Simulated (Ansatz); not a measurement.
# ClH3SSn: one species, many methods

The task here is to estimate one member of a computed series from the others.

Method: functionals in def2-TZVPP, the program's frozen cores in correlated methods; program: Ansatz 0.2.0, Gaussian basis.

Levels to be run: LDA (SPW92), PBE-D4, revPBE-D4, BLYP-D4, r2SCAN-D4, B97M-V, PBE0-D4, B3LYP-D4, r2SCANh-D4, r2SCAN0-D4, HSE06-D4, BHLYP-D4, CAM-B3LYP-D4, LC-ωPBE, ωB97X-V, ωB97M-V, B2PLYP, PBE-QIDH; CCSD(T)/def2-SVP; CCSD(T)/def2-TZVPP; MP2/def2-QZVPP; extrapolation to the limit; RPA on PBE.

### The geometry

The geometry comes from an earlier relaxation with PBE0-D4 in a triple-zeta def2 set; it is a stationary point. Sn takes the def2 core potential; no spin-orbit term is included.

SMILES `[SH][SnH2][Cl]`, 6 atoms, charge 0, spin multiplicity 1.

Atoms are counted from 1 here; the program's logs count them from 0.

Bond lengths: S1–Sn2 2.385 Å, S1–H4 1.344 Å, Sn2–Cl3 2.333 Å, Sn2–H5 1.699 Å, Sn2–H6 1.697 Å. Angles: Sn2–S1–H4 93.3°, S1–Sn2–Cl3 109.0°, S1–Sn2–H5 111.2°, S1–Sn2–H6 107.7°, Cl3–Sn2–H5 105.3°, Cl3–Sn2–H6 106.9°, H5–Sn2–H6 116.5°.

As a file:

```
S    -1.2328   -1.4676   -0.0464
Sn    0.4449    0.1924    0.2975
Cl   -0.5245    2.3043    0.0945
H    -1.2682   -1.2688   -1.3747
H     1.6333    0.1259   -0.9154
H     0.9893    0.0499    1.8983
```

The first run:

Input file in.yaml:

```yaml
crystal:
  periodic: [false, false, false]
  atoms:
    - {symbol: S, position_ang: [-1.232812, -1.467625, -0.046433]}
    - {symbol: Sn, position_ang: [0.444912, 0.192400, 0.297489]}
    - {symbol: Cl, position_ang: [-0.524462, 2.304284, 0.094507]}
    - {symbol: H, position_ang: [-1.268210, -1.268789, -1.374719]}
    - {symbol: H, position_ang: [1.633302, 0.125930, -0.915384]}
    - {symbol: H, position_ang: [0.989272, 0.049899, 1.898340]}
basis:
  gaussian: {orbitals: def2-TZVPP}
hamiltonian: {xc: lda}
output: {orbitals: {seedname: orbitals}}
```

Steps of the session up to this table: LDA; PBE-D4 (GGA); revPBE-D4 (GGA); BLYP-D4 (GGA); r2SCAN-D4 (meta-GGA); B97M-V (meta-GGA); PBE0-D4 (hybrid); B3LYP-D4 (hybrid); r2SCANh-D4 (hybrid); r2SCAN0-D4 (hybrid); HSE06-D4 (hybrid); BHLYP-D4 (hybrid); CAM-B3LYP-D4 (range-separated); LC-ωPBE-D4 (range-separated; the results give it without D4); ωB97X-V (range-separated); ωB97M-V (range-separated); B2PLYP (double hybrid); PBE-QIDH (double hybrid).

One table of the session follows, with a row left open; its other results are not shown here.

It belongs to the step «Orbital energies across the functionals». 

| functional | HOMO (eV) | gap (eV) |
| --- | --- | --- |
| LDA (SPW92) | -6.67 | 4.36 |
| PBE-D4 | -6.55 | 4.48 |
| revPBE-D4 | -6.51 | 4.52 |
| BLYP-D4 | -6.38 | 4.36 |
| r2SCAN-D4 | ? | ? |
| B97M-V | -6.94 | 5.15 |
| PBE0-D4 | -7.79 | 6.63 |
| B3LYP-D4 | -7.53 | 6.07 |
| r2SCANh-D4 | -7.30 | 5.80 |
| r2SCAN0-D4 | -7.98 | 6.97 |
| HSE06-D4 | -7.39 | 5.86 |
| BHLYP-D4 | -8.87 | 8.64 |
| CAM-B3LYP-D4 | -9.10 | 8.92 |
| LC-ωPBE | -10.53 | 11.55 |
| ωB97X-V | -10.16 | 11.06 |
| ωB97M-V | -9.98 | 10.70 |

Estimate the missing values for r2SCAN-D4.

Worked estimate for «HOMO (eV)». Against the share of exact exchange, r2SCANh-D4 (0.1, -7.30), r2SCAN0-D4 (0.25, -7.98) give a slope of -4.53 per unit share; at 0 the line stands at -6.85.

As computed: HOMO (eV): -6.85; gap (eV): 5.02. In «HOMO (eV)» the line misses by 0.00.
